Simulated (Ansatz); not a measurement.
**C₂H₇GeN: small, medium and large basis sets**

Aim: see how fast density functionals converge with the basis set for C₂H₇GeN.

Program: Ansatz 0.2.0, Gaussian basis. Level of theory: one geometry, several basis sets. These are calculated values, not measurements.

Plan: PBE0-D4/def2-SVP; ωB97M-V/def2-SVP; PBE0-D4/def2-QZVPP; ωB97M-V/def2-QZVPP; the functionals' def2-TZVPP values are taken from earlier runs.

## (1) Structure used throughout

An earlier PBE0-D4 in a triple-zeta def2 set relaxation fixed the geometry.

11 atoms, charge 0, spin multiplicity 1.

Atoms are counted from 1 here; the program's logs count them from 0.

Bond lengths: C1–N2 1.445 Å, C1–H5 1.098 Å, C1–H6 1.098 Å, C1–H7 1.091 Å, N2–C3 1.443 Å, N2–Ge4 1.823 Å, C3–H8 1.088 Å, C3–H9 1.098 Å, C3–H10 1.098 Å, Ge4–H11 1.602 Å. Angles: N2–C1–H5 111.1°, N2–C1–H6 111.1°, N2–C1–H7 110.4°, H5–C1–H6 107.4°, H5–C1–H7 108.3°, H6–C1–H7 108.3°, C1–N2–C3 112.4°, C1–N2–Ge4 119.9°, C3–N2–Ge4 127.7°, N2–C3–H8 110.3°, N2–C3–H9 110.9°, N2–C3–H10 110.9°, H8–C3–H9 108.7°, H8–C3–H10 108.7°, H9–C3–H10 107.2°, N2–Ge4–H11 93.2°.

## (2) PBE0-D4 in def2-SVP

Input file in.yaml:

```yaml
crystal:
  periodic: [false, false, false]
  atoms:
    - {symbol: C, position_ang: [-0.346093, 1.300431, -0.339492]}
    - {symbol: N, position_ang: [-0.298354, -0.134641, -0.176277]}
    - {symbol: C, position_ang: [0.851545, -0.563699, 0.583445]}
    - {symbol: Ge, position_ang: [-1.607732, -1.175489, -0.901711]}
    - {symbol: H, position_ang: [0.547769, 1.669747, -0.858962]}
    - {symbol: H, position_ang: [-0.393201, 1.808021, 0.632819]}
    - {symbol: H, position_ang: [-1.223998, 1.589179, -0.920050]}
    - {symbol: H, position_ang: [0.849605, -1.646676, 0.691945]}
    - {symbol: H, position_ang: [0.852727, -0.109344, 1.583408]}
    - {symbol: H, position_ang: [1.784235, -0.260957, 0.088611]}
    - {symbol: H, position_ang: [-0.951003, -2.533572, -0.363035]}
basis:
  gaussian: {orbitals: def2-SVP}
hamiltonian: {xc: pbe0, dispersion: d4}
output: {orbitals: {seedname: orbitals}}
```

Command:

```bash
ansatz run in.yaml --threads 4 --pin off --events-out ev --progress --plain --max-ram 10444MiB
```

Further steps of the session: ωB97M-V in def2-SVP; PBE0-D4 in def2-QZVPP; ωB97M-V in def2-QZVPP.

Q: Predict the results of all the runs planned. Wanted: PBE0-D4: double and triple zeta above quadruple; ωB97M-V: double and triple zeta above quadruple.

As calculated:

```
                                       quantity           value
PBE0-D4: double and triple zeta above quadruple  12.59, 1.44 eV
ωB97M-V: double and triple zeta above quadruple  12.76, 1.41 eV
```

In words: For PBE0-D4 the step from double to triple zeta gains 11.15 eV and the next only 1.44 eV. Total energies overstate the basis error of differences, where much of it tends to cancel.
